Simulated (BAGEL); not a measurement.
# A workflow on C2H5AlN2 (SMILES C#[C][Al]([NH2])[NH2])

Wanted: a single-point energy (HF/6-31G*), then a single-point energy (NEVPT2(2,2)/6-31G*), then a single-point energy (CASPT2(2,2)/6-31G*) of C2H5AlN2. 

Program for the calculation: BAGEL 1.2.2.

2 further runs of the same task are left out: 2 set aside as unsound or not needed.

## Step 1: The molecule

C2H5AlN2 has 10 atoms, charge 0, and is taken as a singlet. As SMILES, `C#[C][Al]([NH2])[NH2]`. The C1–H6 distance was set to 1.706 Å, away from the relaxed value. At this shape a bond of the SMILES string is far longer than usual.

Bond lengths: C1–C2 1.210 Å, C2–Al3 1.908 Å, Al3–N4 1.763 Å, Al3–N5 1.763 Å, N4–H7 1.006 Å, N4–H8 1.006 Å, N5–H9 1.006 Å, N5–H10 1.006 Å. Angles: C1–C2–Al3 180.0°, C2–Al3–N4 118.9°, C2–Al3–N5 118.9°, N4–Al3–N5 122.2°, Al3–N4–H7 126.4°, Al3–N4–H8 123.3°, Al3–N5–H9 123.3°, Al3–N5–H10 126.4°, H7–N4–H8 110.4°, H9–N5–H10 110.4°. A long bond or contact: C1–H6 1.706 Å.

## Step 2: The energy at HF/6-31G(d) (density fitting with svp-jkfit, spherical functions) (run 1)

input.json reads:

```json
{ "bagel": [

{
  "title": "molecule",
  "basis": "6-31gs.json",
  "df_basis": "svp-jkfit",
  "angstrom": false,
  "geometry": [
    { "atom": "C", "xyz": [    -3.45348205,     1.78042815,     1.27511349 ] },
    { "atom": "C", "xyz": [    -1.52180401,     0.78359761,     0.56552133 ] },
    { "atom": "Al", "xyz": [     1.52367862,    -0.78789863,    -0.55319654 ] },
    { "atom": "N", "xyz": [     1.48947457,    -4.04408572,    -1.25768644 ] },
    { "atom": "N", "xyz": [     4.27644266,     1.06573372,    -0.84742689 ] },
    { "atom": "H", "xyz": [    -6.17770367,     3.18607825,     2.27560820 ] },
    { "atom": "H", "xyz": [     2.96308300,    -5.08286817,    -1.86032010 ] },
    { "atom": "H", "xyz": [    -0.06463619,    -5.12897748,    -1.10027225 ] },
    { "atom": "H", "xyz": [     4.32859910,     2.92560218,    -0.45323002 ] },
    { "atom": "H", "xyz": [     5.98721172,     0.46196623,    -1.41510062 ] }
  ]
},

{ "title": "hf" },

{ "title": "print", "file": "orbitals.molden", "orbitals": true }

]}
```

The basis set 6-31G* is read from a file made from the Basis Set Exchange's data (not shown).

On the command line:

```bash
$ BAGEL_NUM_THREADS=1 BAGEL input.json > input.out
```

Output:

```text
* using 1 threads per process

  ===============================================================
  ===============================================================

  *** Geometry ***

  { "atom" : "C", "xyz" : [     -3.453482,      1.780428,      1.275113 ] },
  { "atom" : "C", "xyz" : [     -1.521804,      0.783598,      0.565521 ] },
  { "atom" : "Al", "xyz" : [      1.523679,     -0.787899,     -0.553197 ] },
  { "atom" : "N", "xyz" : [      1.489475,     -4.044086,     -1.257686 ] },
  { "atom" : "N", "xyz" : [      4.276443,      1.065734,     -0.847427 ] },
  { "atom" : "H", "xyz" : [     -6.177704,      3.186078,      2.275608 ] },
  { "atom" : "H", "xyz" : [      2.963083,     -5.082868,     -1.860320 ] },
  { "atom" : "H", "xyz" : [     -0.064636,     -5.128977,     -1.100272 ] },
  { "atom" : "H", "xyz" : [      4.328599,      2.925602,     -0.453230 ] },
  { "atom" : "H", "xyz" : [      5.987212,      0.461966,     -1.415101 ] },

  Number of auxiliary basis functions:      522

  Since a DF basis is specified, we compute 2- and 3-index integrals:
    o Being stored without compression. Storage requirement is 0.029 GB

  Number of basis functions:       84
  Number of electrons      :       44

    * METHOD: MOLECULE                             0.29

  *** RHF ***

  === Nuclear Repulsion ===
   181.2841265253

      * DIIS with orbital gradients will be used.

  === RHF iteration (6-31gs.json) ===
      0       -428.97277177          0.02570173           0.07
      1       -429.23700877          0.01430077           0.07
      2       -429.34069125          0.00194005           0.07
      3       -429.34315477          0.00102644           0.07
      4       -429.34367388          0.00019385           0.07
      5       -429.34370282          0.00007389           0.07
      6       -429.34370702          0.00002464           0.07
      7       -429.34370773          0.00000634           0.07
      8       -429.34370779          0.00000306           0.07
      9       -429.34370780          0.00000201           0.07
     10       -429.34370781          0.00000081           0.07
     11       -429.34370781          0.00000031           0.07
     12       -429.34370781          0.00000011           0.07
     13       -429.34370781          0.00000003           0.07
     14       -429.34370781          0.00000001           0.07
     15       -429.34370781          0.00000000           0.07
    * SCF iteration converged.

    * Permanent dipole moment:
           (   -0.070262,     0.036266,     0.026061) a.u.

    * METHOD: HF                                   1.25

    * METHOD: PRINT                                0.02

  ===============================================================
```

Run time: 1.7 s. Hardware: 1 thread of Arm Neoverse V1, shared host; peak memory 0.15 GiB.

## Step 3: A single-point energy at NEVPT2(2,2)/6-31G(d) (density fitting with svp-jkfit, spherical functions) (run 2)

job.json reads:

```json
{ "bagel" : [

{
  "title" : "molecule",
  "basis" : "6-31gs.json",
  "df_basis" : "svp-jkfit",
  "geometry" : [
    { "atom" : "C", "xyz" : [ -3.45348205,  1.78042815,  1.27511349 ] },
    { "atom" : "C", "xyz" : [ -1.52180401,  0.78359761,  0.56552133 ] },
    { "atom" : "Al", "xyz" : [  1.52367862, -0.78789863, -0.55319654 ] },
    { "atom" : "N", "xyz" : [  1.48947457, -4.04408572, -1.25768644 ] },
    { "atom" : "N", "xyz" : [  4.27644266,  1.06573372, -0.84742689 ] },
    { "atom" : "H", "xyz" : [ -6.17770367,  3.18607825,  2.27560820 ] },
    { "atom" : "H", "xyz" : [  2.96308300, -5.08286817, -1.86032010 ] },
    { "atom" : "H", "xyz" : [ -0.06463619, -5.12897748, -1.10027225 ] },
    { "atom" : "H", "xyz" : [  4.32859910,  2.92560218, -0.45323002 ] },
    { "atom" : "H", "xyz" : [  5.98721172,  0.46196623, -1.41510062 ] }
  ]
},
{ "title" : "hf" },
{ "title" : "nevpt2", "nstate" : 1, "nact" : 2, "nclosed" : 21, "active" : [18, 23], "maxiter" : 200, "natocc" : true, "ncore" : 9 },
{ "title" : "print", "file" : "orbitals.molden", "orbitals" : true }

]}
```

The basis set 6-31G* is read from a file made from the Basis Set Exchange's data (not shown).

On the command line:

```bash
$ BAGEL_NUM_THREADS=1 BAGEL job.json > job.out
```

Output:

```text
* using 1 threads per process

  ===============================================================
  ===============================================================

  *** Geometry ***

  { "atom" : "C", "xyz" : [     -3.453482,      1.780428,      1.275113 ] },
  { "atom" : "C", "xyz" : [     -1.521804,      0.783598,      0.565521 ] },
  { "atom" : "Al", "xyz" : [      1.523679,     -0.787899,     -0.553197 ] },
[... 6 lines of this table left out ...]
  { "atom" : "H", "xyz" : [      5.987212,      0.461966,     -1.415101 ] },

  Number of auxiliary basis functions:      522

  Since a DF basis is specified, we compute 2- and 3-index integrals:
    o Being stored without compression. Storage requirement is 0.029 GB

[... 18 lines left out ...]
    * SCF iteration converged.
[... 1 line left out ...]
    * Permanent dipole moment:
[... 28 lines left out ...]
    * Second-order optimization converged. *

     guess   0:   closed 1.                   open ..

  === FCI iteration ===

      0  0      -429.34192197     8.78e-02      0.00
      1  0      -429.38332864     8.94e-03      0.00
      2  0 *    -429.38392739     4.56e-16      0.00

     * ci vector, state   0, <S^2> = 0.0000
       2.     0.9724347453
       .2    -0.2331751833

  === DF-NEVPT2 calculation ===

    * 3-index integral transformation done
    * assembly done

      NEVPT2 correlation energy:   -0.6043858389      0.19

          (+0)     -0.5569350808
          (+0)'    -0.0148093359
          (+1)     -0.0076193035
          (+1)'    -0.0000000000
          (+2)     -0.0001821275
          (-1)     -0.0218495165
          (-1)'     0.0000000000
          (-2)     -0.0029904748

      NEVPT2 total energy:       -429.9883132319

    * METHOD: NEVPT2                               3.83

    * METHOD: PRINT                                0.02

  ===============================================================
```

It took 5.7 s on 1 thread of Arm Neoverse V1, shared host; peak memory 0.15 GiB.

## Step 4: The energy at CASPT2(2,2)/6-31G(d) (density fitting with svp-jkfit, spherical functions) (run 3)

calc.json reads:

```json
{ "bagel": [

{
  "title": "molecule",
  "basis": "6-31gs.json",
  "df_basis": "svp-jkfit",
  "geometry": [
    { "atom": "C", "xyz": [    -3.45348205,     1.78042815,     1.27511349 ] },
    { "atom": "C", "xyz": [    -1.52180401,     0.78359761,     0.56552133 ] },
    { "atom": "Al", "xyz": [     1.52367862,    -0.78789863,    -0.55319654 ] },
    { "atom": "N", "xyz": [     1.48947457,    -4.04408572,    -1.25768644 ] },
    { "atom": "N", "xyz": [     4.27644266,     1.06573372,    -0.84742689 ] },
    { "atom": "H", "xyz": [    -6.17770367,     3.18607825,     2.27560820 ] },
    { "atom": "H", "xyz": [     2.96308300,    -5.08286817,    -1.86032010 ] },
    { "atom": "H", "xyz": [    -0.06463619,    -5.12897748,    -1.10027225 ] },
    { "atom": "H", "xyz": [     4.32859910,     2.92560218,    -0.45323002 ] },
    { "atom": "H", "xyz": [     5.98721172,     0.46196623,    -1.41510062 ] }
  ]
},

{
  "title": "hf"
},

{
  "title": "casscf",
  "nstate": 1,
  "nact": 2,
  "nclosed": 21,
  "active": [18, 23],
  "maxiter": 200,
  "natocc": true
},

{
  "title": "print",
  "file": "orbitals.molden",
  "orbitals": true
},

{
  "title": "smith",
  "method": "caspt2",
  "ms": true,
  "xms": true,
  "sssr": true,
  "shift": 0.2,
  "shift_imag": true,
  "ncore": 9
}

]}
```

The basis set 6-31G* is read from a file made from the Basis Set Exchange's data (not shown).

On the command line:

```bash
$ BAGEL_NUM_THREADS=1 BAGEL calc.json > calc.out
```

Output:

```text
* using 1 threads per process

  ===============================================================
  ===============================================================

  *** Geometry ***

  { "atom" : "C", "xyz" : [     -3.453482,      1.780428,      1.275113 ] },
  { "atom" : "C", "xyz" : [     -1.521804,      0.783598,      0.565521 ] },
  { "atom" : "Al", "xyz" : [      1.523679,     -0.787899,     -0.553197 ] },
[... 6 lines of this table left out ...]
  { "atom" : "H", "xyz" : [      5.987212,      0.461966,     -1.415101 ] },

  Number of auxiliary basis functions:      522

  Since a DF basis is specified, we compute 2- and 3-index integrals:
    o Being stored without compression. Storage requirement is 0.029 GB

[... 18 lines left out ...]
    * SCF iteration converged.
[... 1 line left out ...]
    * Permanent dipole moment:
[... 27 lines left out ...]
    * Second-order optimization converged. *
[... 9 lines left out ...]
     * ci vector, state   0, <S^2> = 0.0000
[... 16 lines left out ...]
    * Zeroth order energy : state  0       -0.9341483349
[... 4 lines left out ...]
       #      aibj      arbs      arbi      airj      risj      airs      arst      rist         Etot      error   time
[... 2 lines left out ...]
       0  -0.55417  -0.00369  -0.02261  -0.00848  -0.00031  -0.01310  -0.00000  -0.00000   -0.6023557  0.0009908   0.10
       1  -0.55425  -0.00370  -0.02267  -0.00861  -0.00033  -0.01334  -0.00000  -0.00000   -0.6028960  0.0001432   0.08
       2  -0.55426  -0.00370  -0.02267  -0.00861  -0.00033  -0.01334  -0.00000  -0.00000   -0.6029104  0.0000230   0.08
       3  -0.55426  -0.00370  -0.02267  -0.00861  -0.00033  -0.01334   0.00000   0.00000   -0.6029107  0.0000041   0.09
       4  -0.55426  -0.00370  -0.02267  -0.00861  -0.00033  -0.01334   0.00000  -0.00000   -0.6029107  0.0000007   0.09

      ------------------------------------------------------------------------------------------------------------------

    * CASPT2 energy : state  0     -429.9908366668
        w/o shift correction       -429.9868380996
        reference weight              0.8187810379

    * METHOD: SMITH                                0.69

  ===============================================================
```

Run time: 6 s. Hardware: 1 thread of Arm Neoverse V1, shared host; peak memory 0.19 GiB.

## Step 5: What came out

| quantity | value |
| --- | --- |
| run 1, HF/6-31G*: total energy | -429.34371 Eh |
| run 1, HF/6-31G*: dipole moment | 0.21 D |
| run 1, HF/6-31G*: HOMO energy | -10.20 eV |
| run 1, HF/6-31G*: LUMO energy | 2.10 eV |
| run 1, HF/6-31G*: HOMO–LUMO gap | 12.29 eV |
| run 2, NEVPT2(2,2)/6-31G*: total energy | -429.98831 Eh |
| run 3, CASPT2(2,2)/6-31G*: total energy | -429.99084 Eh |
